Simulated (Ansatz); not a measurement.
# SiGeO4, relaxed, part 2 of 2

Aim: in SiGeO4, a known structure type filled with other elements, at an estimated volume, relax cell and atoms at 20 GPa, then read levels, charges and fields where it ends.

Ansatz 0.2.0; DFT, r2SCAN, no spin polarisation, plane waves, PAW. Relaxing cell and atoms at 20 GPa.

## 3. More of the same log

Output, continued:

```text
relax step  11: F+E_penalty+E_count = -14436.59259888 eV  Δ(F+E_penalty+E_count) = -6.114e-2 eV  max|allowed force component| = 1.503e-2 eV/Å  Δτ_max = 0.0117 Å  P = +19.719 GPa  Ω = 101.483 Å³  energy of the carried Pulay correction = +1.289e-2 eV  (6 SCF iters, dr2 threshold 1.20e-6 eV, accepted)
relax step  12: F+E_penalty+E_count = -14436.57873135 eV  Δ(F+E_penalty+E_count) = +1.387e-2 eV  max|allowed force component| = 1.694e-2 eV/Å  Δτ_max = 0.0015 Å  P = +20.212 GPa  Ω = 101.371 Å³  energy of the carried Pulay correction = +1.299e-2 eV  (4 SCF iters, dr2 threshold 2.44e-7 eV, rejected (line search))
relax step  13: F+E_penalty+E_count = -14436.58582922 eV  Δ(F+E_penalty+E_count) = +6.770e-3 eV  max|allowed force component| = 3.740e-4 eV/Å  Δτ_max = 0.0007 Å  P = +19.999 GPa  Ω = 101.428 Å³  energy of the carried Pulay correction = +1.294e-2 eV  (7 SCF iters, accepted)
relax step  14: F+E_penalty+E_count = -14436.57378265 eV  Δ(F+E_penalty+E_count) = +1.205e-2 eV  max|allowed force component| = 1.295e-3 eV/Å  Δτ_max = 0.0000 Å  P = +20.069 GPa  Ω = 101.428 Å³  stress off target by 1.91e-1 GPa  SCF on the basis re-selected at this cell (its energy is not comparable with the rows above)  (6 SCF iters)
relax step  15: F+E_penalty+E_count = -14436.58511767 eV  Δ(F+E_penalty+E_count) = -1.134e-2 eV  max|allowed force component| = 1.784e-3 eV/Å  Δτ_max = 0.0007 Å  P = +20.001 GPa  Ω = 101.518 Å³  energy of the carried Pulay correction = -7.213e-5 eV  (4 SCF iters, dr2 threshold 9.13e-8 eV, accepted)
iter 1 solved again at ethr=1.25e-7 eV; its pass at ethr=3.10e-3 eV (dr2=1.05e-4 eV) is discarded
SCF iter   1: F=-14436.585162 eV  HF=-14436.585118 eV  |F-HF|=4.43e-5  |Δ(HF+E_count)|=         —  Δρ=9.10e-5  dr2=2.25e-7  dr2_τ=2.68e-8  ethr=1.25e-7  ⟨swp⟩=3.1  Hψ=5275  notcnv=0
preconditioner: auto → Resta (q_TF=auto, 2.644 Å⁻¹)  ε∞=3.3  [insulator: Δε(μ)=4.576 eV  Ē_g=22.075 eV  σ=0.100 eV  W_gap=1.00  n_scr=32 (ndim 8)  ℏωp=33.8 eV  f_vac=0.000  D(μ)=0.00/eV (n_scr^D=0)  ε∞_Penn≈3.3]
SCF iter   2: F=-14436.585162 eV  HF=-14436.585152 eV  |F-HF|=1.05e-5  |Δ(HF+E_count)|=   3.34e-5  Δρ=4.60e-5  dr2=6.47e-8  dr2_τ=1.44e-6  ethr=2.68e-10  ⟨swp⟩=2.0  Hψ=1336  notcnv=0
SCF iter   3: F=-14436.585162 eV  HF=-14436.585162 eV  |F-HF|=1.80e-9  |Δ(HF+E_count)|=   1.06e-5  Δρ=1.64e-6  dr2=1.78e-9  dr2_τ=3.99e-10  ethr=7.71e-11  ⟨swp⟩=2.0  Hψ=1196  notcnv=0
SCF iter   4: F=-14436.585162 eV  HF=-14436.585162 eV  |F-HF|=4.92e-9  |Δ(HF+E_count)|=   2.57e-9  Δρ=1.16e-6  dr2=3.56e-10  dr2_τ=7.00e-10  ethr=2.12e-12  ⟨swp⟩=2.0  Hψ=1325  notcnv=0
SCF iter   5: F=-14436.585162 eV  HF=-14436.585162 eV  |F-HF|=1.29e-10  |Δ(HF+E_count)|=   4.87e-9  Δρ=1.87e-7  dr2=1.21e-11  dr2_τ=1.74e-11  ethr=1.00e-12  ⟨swp⟩=7.9  Hψ=3690  notcnv=0
SCF 16 converged in 5 iterations: F = -14436.585162 eV  dr2 = 1.21e-11
relax step  16: F+E_penalty+E_count = -14436.58516214 eV  Δ(F+E_penalty+E_count) = -4.447e-5 eV  max|allowed force component| = 1.822e-3 eV/Å  Δτ_max = 0.0000 Å  P = +20.000 GPa  Ω = 101.518 Å³  stress off target by 3.95e-2 GPa  SCF on the basis re-selected at this cell (its energy is not comparable with the rows above)  (5 SCF iters)
basis re-selected at this cell: Δ(F+E_penalty+E_count) = -4.447e-5 eV, ΔP = -0.001 GPa vs the last step (what re-selecting the basis moved, of the pressure what is left beyond the Pulay correction that the steps carried, after the strain that the cell walked since its last selection, with what the two solves' SCF thresholds leave and, on support functions, any second-order correction that the steps lacked; it is no measure of the basis error at this ecutwfc). This SCF's stress stands 3.95e-2 GPa from its target on what of the cell is left free (relax.cell.stress_tol is 5.00e-2 GPa) and its largest allowed force component is 1.82e-3 eV/Å (relax.f_tol is 3.00e-2 eV/Å): within both
SCF converged after 5 iterations
Free energy (F): -14436.585162 eV
Harris-Foulkes:  -14436.585162 eV  (|F-HF|=1.29e-10)
Internal energy: -14436.585162 eV  (E = F + TS)
E sigma→0 (E₀):  -14436.585162 eV
Fermi energy:    12.131709 eV
--- Per-component energies (eV) ---
  E_band       = -170.517285
  E_kinetic    = 1765.471017
  E_local      = -6908.517242  (includes V_loc(G=0)·N_el)
  E_nonlocal   = 1283.780744
  E_hartree    = 2851.699364
  E_xc         = -837.657247
  E_vxc        = -1093.742727  (∫ρ·V_xc dr)
  E_paw        = -6410.050149  (= ΣΔE_a)
  E_vpaw       = -986.655279  (= ΣTr[D̂ρ^β])
  E_aug_tail   = 0.009006  (compensation charges beyond the density's cutoff)
  E_vtau       = 65.738557  (kinetic-family band-sum trace: ∫τ·v_τ [+ j·A + Jᵃ·Aᵃ] dr)
  E_ewald      = -6178.740730
  E_core_change = -2.579925  (= ΣΔE_core)
  E_smearing   = -0.000000  (= −TS)
  E_closure    = -0.000000  (closes the sum)
  Σ components = -14436.585162   (vs F -14436.585162, Δ=0.00e0)
--- Forces (eV/Å), atoms counted from 1 ---
  atom   1  Ge     0.00000000     0.00000000     0.00000000
  atom   2  Ge     0.00000000     0.00000000     0.00000000
  atom   3  Si     0.00000000     0.00000000    -0.00000000
  atom   4  Si     0.00000000     0.00000000     0.00000000
  atom   5  O      0.00055956    -0.00182204     0.00090999
  atom   6  O      0.00182204     0.00055956     0.00090999
  atom   7  O     -0.00055956     0.00182204     0.00090999
  atom   8  O     -0.00182204    -0.00055956     0.00090999
  atom   9  O     -0.00055956     0.00182204    -0.00090999
  atom  10  O     -0.00182204    -0.00055956    -0.00090999
  atom  11  O      0.00055956    -0.00182204    -0.00090999
  atom  12  O      0.00182204     0.00055956    -0.00090999
  max |Σ_I F_I| component: 4.34e-19 eV/Å
--- Stress (GPa, compression-positive) ---
       19.979886       0.000022       0.000000
       -0.000022      19.979886       0.000000
        0.000000       0.000000      20.039516
  P = ⅓ Tr σ = 19.9998 GPa (199.998 kbar)
--- Band table (eV; the first three rows and the last of 14) ---
  k-point 0: bands = ["-15.0635", "-15.0530", "-14.9881", "-14.9881", "-14.9678", "-14.9678", "-14.9159", "-14.8915", "-14.6656", "-14.6630", "-12.3758", "-10.1179", "-9.4419", "-9.2177", "-9.2177", "-9.1837", "-9.1837", "-7.7022", "-0.1866", "-0.1710", "3.2123", "3.3411", "3.4640", "3.4640", "4.5605", "4.9435", "5.4141", "5.4141", "6.2354", "6.2354", "6.2994", "6.2994", "6.4503", "6.8939", "7.0306", "7.3571", "7.3571", "8.6489", "8.7660", "9.4866", "9.6015", "9.6015", "14.2610", "15.4959", "16.1889", "20.2942", "21.3456", "21.3456", "21.4175", "21.4175", "21.8395", "22.0960", "22.4033", "22.4808"]
  k-point 1: bands = ["-15.0630", "-15.0555", "-15.0043", "-15.0043", "-14.9504", "-14.9504", "-14.9122", "-14.8949", "-14.6651", "-14.6632", "-12.1827", "-10.8174", "-9.4466", "-9.4466", "-8.9397", "-8.9397", "-8.8041", "-7.8074", "-0.2209", "-0.2075", "3.4526", "3.5767", "3.5767", "3.5874", "4.4718", "5.0591", "5.0591", "5.2651", "5.2651", "5.7454", "5.9072", "6.4065", "6.5194", "7.3639", "7.3639", "7.7420", "7.7420", "8.6021", "8.9290", "9.1071", "9.5617", "9.5617", "14.8185", "15.5264", "16.8225", "19.6224", "19.6736", "19.6736", "21.8698", "22.1881", "22.5769", "22.6120", "22.9102", "22.9102"]
  k-point 2: bands = ["-15.0602", "-15.0602", "-15.0136", "-15.0136", "-14.9400", "-14.9400", "-14.9034", "-14.9034", "-14.6641", "-14.6641", "-11.6320", "-11.6320", "-9.5442", "-9.5442", "-8.8268", "-8.8268", "-8.1608", "-8.1608", "-0.2479", "-0.2479", "3.7315", "3.7315", "3.8306", "3.8306", "4.6607", "4.6607", "4.9531", "4.9531", "4.9969", "4.9969", "5.9084", "5.9084", "7.2032", "7.2032", "7.6556", "7.6556", "8.2683", "8.2683", "9.1616", "9.1616", "9.5132", "9.5132", "15.4282", "15.4282", "18.2211", "18.2211", "18.8814", "18.8814", "22.1765", "22.1765", "22.6887", "22.6887", "23.1327", "23.1327"]
  k-point 13: bands = ["-15.1068", "-15.1068", "-14.9862", "-14.9862", "-14.9780", "-14.9780", "-14.8843", "-14.8843", "-14.6588", "-14.6588", "-10.0582", "-10.0582", "-9.9851", "-9.9851", "-9.3822", "-9.3822", "-9.2901", "-9.2901", "0.7791", "0.7791", "1.6062", "1.6062", "4.5018", "4.5018", "4.6702", "4.6702", "5.0100", "5.0100", "5.0835", "5.0835", "7.7969", "7.7969", "7.8361", "7.8361", "7.9144", "7.9144", "8.5234", "8.5234", "8.8707", "8.8707", "8.8895", "8.8895", "15.1332", "15.1332", "17.7919", "17.7919", "21.0117", "21.0117", "21.4229", "21.4229", "22.2872", "22.2872", "22.3185", "22.3185"]
--- Relaxed structure (14 steps of the walk, 11 accepted, 2 SCFs on fresh bases) ---
  F+E_penalty+E_count = -14436.58516214 eV   max|allowed force component| = 1.822e-3 eV/Å   (the final SCF, on the basis selected at the relaxed cell)
  cell:  # Å, volume = 101.5181 Å³
    - [-4.395074102474708e-33, 4.291539316510466, 0.0]
    - [4.291539316510466, -6.306502632035815e-33, 0.0]
    - [2.145769658255233, 2.145769658255233, -5.512102264194615]
  atoms:
    - { symbol: Ge, position: [-1.1405562908041619e-18, -7.48771879252388e-20, -1.0191118618384075e-19] }
    - { symbol: Ge, position: [0.75, 0.25, 0.5] }
    - { symbol: Si, position: [0.5, 0.5, -1.0191118618384069e-19] }
    - { symbol: Si, position: [0.25, 0.75, 0.5] }
    - { symbol: O, position: [0.35061265941720415, 0.31461368245859683, 0.8608426266888746] }
    - { symbol: O, position: [0.06461368245859694, 0.0385447138939215, 0.36084262668887446] }
    - { symbol: O, position: [0.7885447138939212, 0.8245436908525288, 0.8608426266888746] }
    - { symbol: O, position: [0.5745436908525288, 0.6006126594172042, 0.36084262668887446] }
    - { symbol: O, position: [0.39938734058279596, 0.9353863175414032, 0.6391573733111254] }
    - { symbol: O, position: [0.6853863175414032, 0.21145528610607864, 0.1391573733111255] }
    - { symbol: O, position: [0.9614552861060788, 0.4254563091474714, 0.6391573733111254] }
    - { symbol: O, position: [0.17545630914747143, 0.6493873405827961, 0.1391573733111255] }
--- Löwdin populations: 12 sites ---
  site symbol       q [e]
     0     Ge     12.3306
     1     Ge     12.3306
     2     Si      2.2144
     3     Si      2.2144
     4      O      6.7803
     5      O      6.7803
     6      O      6.7803
     7      O      6.7803
     8      O      6.7803
     9      O      6.7803
    10      O      6.7803
    11      O      6.7803
  spilling = 0.007943 (of n_electrons = 84.000000)
--- Bader charges: 12 sites ---
  site symbol  charge [e]  shift [e]
     0     Ge      2.6205     0.0219
     1     Ge      2.6205     0.0219
     2     Si      3.3451     0.0106
     3     Si      3.3450     0.0106
     4      O     -1.4914     0.0028
     5      O     -1.4914     0.0028
     6      O     -1.4914     0.0028
     7      O     -1.4914     0.0028
     8      O     -1.4914     0.0028
     9      O     -1.4914     0.0028
    10      O     -1.4914     0.0028
    11      O     -1.4914     0.0028
  estimated error of the sums over rays = 6.3e-4 e
```

Run time: 3.9 min. Hardware: 2 threads of an Arm CPU, shared host; peak memory 0.7 GiB.

Step by step:

| step | energy from step 1 (eV/cell) | largest force component (eV/Å) | pressure (GPa) | volume (Å³) |
| --- | --- | --- | --- | --- |
| 1 | 0.0000 | 6.3846 | 4.90 | 116.84 |
| 2 | -5.8137 | 3.1250 | 7.60 | 103.11 |
| 3 | -6.2746 | 0.7343 | 42.65 | 89.78 |
| 4 | -7.2498 | 0.9193 | 33.89 | 91.49 |
| 5 | -9.4287 | 1.1096 | 23.97 | 94.97 |
| 6 | -11.1498 | 1.2162 | 19.84 | 98.51 |
| 7 | -12.0452 | 1.3379 | 13.84 | 103.23 |
| 8x | -11.4202 | 2.0437 | 8.84 | 108.03 |
| 9x | -11.6636 | 1.3357 | -3.58 | 105.16 |
| 10 | -12.1069 | 0.4096 | 17.51 | 101.36 |
| 11 | -12.1681 | 0.0150 | 19.72 | 101.48 |
| 12x | -12.1542 | 0.0169 | 20.21 | 101.37 |
| 13 | -12.1613 | 0.0004 | 20.00 | 101.43 |
| 14 | -12.1493 | 0.0013 | 20.07 | 101.43 |
| 15 | -12.1606 | 0.0018 | 20.00 | 101.52 |
| 16 | -12.1606 | 0.0018 | 20.00 | 101.52 |

Step 1 is the start. Steps 14, 16 repeat the geometry before on a plane-wave basis chosen anew for that cell, so the energy can jump there without any move; the table keeps such jumps. 3 steps were tried and not accepted (marked x).

| input's cell | before | after | change |
| --- | --- | --- | --- |
| a (Å) | 4.851 | 4.292 | -11.5 % |
| b (Å) | 4.851 | 4.292 | -11.5 % |
| c (Å) | 6.034 | 6.292 | +4.3 % |
| α (°) | 66.30 | 70.06 | +3.76° |
| β (°) | 66.30 | 70.06 | +3.76° |
| volume (Å³/atom) | 9.74 | 8.46 | -13.1 % |

The largest move, 0.58 Å, apart from the change of the cell, is shared by several atoms, O7 among them.

With a target pressure of 20 GPa the walk minimises the enthalpy, not the energy.

## 4. States by energy

States per cell by energy window, from dos.tsv and pdos.tsv (tetrahedra; eV from the Fermi level):

| from | to | total | Ge s | Ge p | O p | Si p |
| --- | --- | --- | --- | --- | --- | --- |
| -7.0 | -6.5 | 2.04 | 0.01 | 0.08 | 1.66 | 0.14 |
| -6.5 | -6.0 | 1.94 | 0.01 | 0.06 | 1.62 | 0.10 |
| -6.0 | -5.5 | 2.10 | 0.01 | 0.05 | 1.84 | 0.06 |
| -5.5 | -5.0 | 2.81 | 0.01 | 0.04 | 2.56 | 0.06 |
| -5.0 | -4.5 | 4.61 | 0.01 | 0.05 | 4.28 | 0.07 |
| -4.5 | -4.0 | 4.49 | 0.01 | 0.04 | 4.23 | 0.04 |
| -4.0 | -3.5 | 3.00 | 0.01 | 0.03 | 2.84 | 0.02 |
| -3.5 | -3.0 | 4.08 | 0.01 | 0.03 | 3.90 | 0.02 |
| -3.0 | -2.5 | 4.03 | 0.00 | 0.01 | 3.94 | 0.01 |
| -2.5 | -2.0 | 0.22 | 0.00 | 0.00 | 0.21 | 0.00 |
| -2.0 | -1.5 | 0.00 | 0.00 | 0.00 | 0.00 | 0.00 |
| -1.5 | -1.0 | 0.00 | 0.00 | 0.00 | 0.00 | 0.00 |
| -1.0 | -0.5 | 0.00 | 0.00 | 0.00 | 0.00 | 0.00 |
| -0.5 | 0.0 | 0.00 | 0.00 | 0.00 | 0.00 | 0.00 |
| 0.0 | 0.5 | 0.00 | 0.00 | 0.00 | 0.00 | 0.00 |
| 0.5 | 1.0 | 0.00 | 0.00 | 0.00 | 0.00 | 0.00 |
| 1.0 | 1.5 | 0.00 | 0.00 | 0.00 | 0.00 | 0.00 |
| 1.5 | 2.0 | 0.00 | 0.00 | 0.00 | 0.00 | 0.00 |
| 2.0 | 2.5 | 0.00 | 0.00 | 0.00 | 0.00 | 0.00 |
| 2.5 | 3.0 | 0.07 | 0.03 | 0.00 | 0.01 | 0.00 |
| 3.0 | 3.5 | 0.74 | 0.33 | 0.01 | 0.16 | 0.08 |
| 3.5 | 4.0 | 2.41 | 1.09 | 0.03 | 0.62 | 0.21 |
| 4.0 | 4.5 | 0.76 | 0.36 | 0.01 | 0.22 | 0.04 |

On the mesh the valence top lies at -2.45 eV and the conduction bottom at 2.13 eV on this scale.

## 5. Charges

Gathered by element (positive charge: electrons given up): Löwdin charges also hold the electrons that the projection spills.

| element | atoms | Bader charge (e) | Bader volume (Å³) | Löwdin charge (e) |
| --- | --- | --- | --- | --- |
| Ge | 2 | +2.62 | 6.1 | +1.67 |
| Si | 2 | +3.35 | 2.6 | +1.79 |
| O | 8 | -1.49 | 10.5 | -0.78 |

Löwdin charges rest on a small set of atomic orbitals that misses 0.8 % of the electrons, so they need not add up to the cell's charge and can differ from Bader's even in sign.

## 6. Maps of the fields

Maps in the plane spanned by a and b at height 0.000 along c (axes of the input's cell), one cell: a runs left to right (13 points from zero), b bottom to top (13 points), 90° apart. Near the nuclei they are pseudo-fields.

Valence density. Values in e/Å³, 13 rows by 13 columns:
```
16.80  5.90  0.94  0.37  0.20  0.11  0.07  0.10  0.18  0.30  0.46  0.97  5.90
 1.36  0.97  0.66  0.56  0.38  0.21  0.14  0.19  0.37  0.61  0.69  0.66  0.94
 0.34  0.46  0.69  0.85  0.70  0.41  0.26  0.34  0.62  0.91  0.85  0.56  0.37
 0.18  0.30  0.61  0.91  0.88  0.59  0.39  0.45  0.72  0.88  0.70  0.38  0.20
 0.10  0.18  0.37  0.62  0.72  0.55  0.28  0.30  0.55  0.59  0.41  0.21  0.11
 0.06  0.10  0.19  0.34  0.45  0.30  0.09  0.09  0.28  0.39  0.26  0.14  0.07
 0.06  0.07  0.14  0.26  0.39  0.28  0.09  0.09  0.30  0.45  0.34  0.19  0.10
 0.10  0.11  0.21  0.41  0.59  0.55  0.30  0.28  0.55  0.72  0.62  0.37  0.18
 0.18  0.20  0.38  0.70  0.88  0.72  0.45  0.39  0.59  0.88  0.91  0.61  0.30
 0.34  0.37  0.56  0.85  0.91  0.62  0.34  0.26  0.41  0.70  0.85  0.69  0.46
 1.36  0.94  0.66  0.69  0.61  0.37  0.19  0.14  0.21  0.38  0.56  0.66  0.97
16.80  5.90  0.97  0.46  0.30  0.18  0.10  0.07  0.11  0.20  0.37  0.94  5.90
57.70 16.80  1.36  0.34  0.18  0.10  0.06  0.06  0.10  0.18  0.34  1.36 16.80
```

ELF. Ten even steps from '0' (0.02) to '9' (0.86):
```
0022100024320
1246520267742
1378751378862
0478872488751
0267861167520
0023411112100
0001211114320
0025761168762
0157884278874
1268873157873
1247762025642
0023420001220
9011000000110
```

Atoms within 0.2 Å of the plane, in fractions of a and b: Ge at (1.00, 1.00), Si at (0.50, 0.50).

## 7. Results

What follows sums up all 2 parts.

| quantity | value |
| --- | --- |
| moves | 10 |
| largest move | 0.58 Å (O) |
| space group (0.01 Å), before / after | I4_1/a / I4_1/a |
| cell | a = 4.292 Å, b = 4.292 Å, c = 6.292 Å, α = 70.06°, β = 70.06°, γ = 90.00° |
| volume | 8.46 Å³/atom (-13.1 %) |
| pressure at the end | 20.00 GPa |
| gap (mesh) | 4.58 eV, indirect |
| least direct gap | 4.66 eV |
| Bader charges | Ge +2.62, Si +3.35, O -1.49 e |

**Reading.** The volume shrank by 13.1 %, and the largest move of an atom is 0.58 Å apart from the change of the cell. The shape changed more than that tells: the edges moved by -12, -12, +4 %. With 8 symmetry operations imposed, the end may be a saddle point towards distortions that break them. The levels show a gap of 4.58 eV, with the least direct gap at 4.66 eV; within 0.7 eV of the edges the states project mainly on O p (98 %) below and Ge s (43 %), O s (26 %) and O p (15 %) above. Gaps from semilocal functionals tend to lie below the measured ones. By Bader's partition Si gives up most (+3.35 e) and O takes most (-1.49 e).
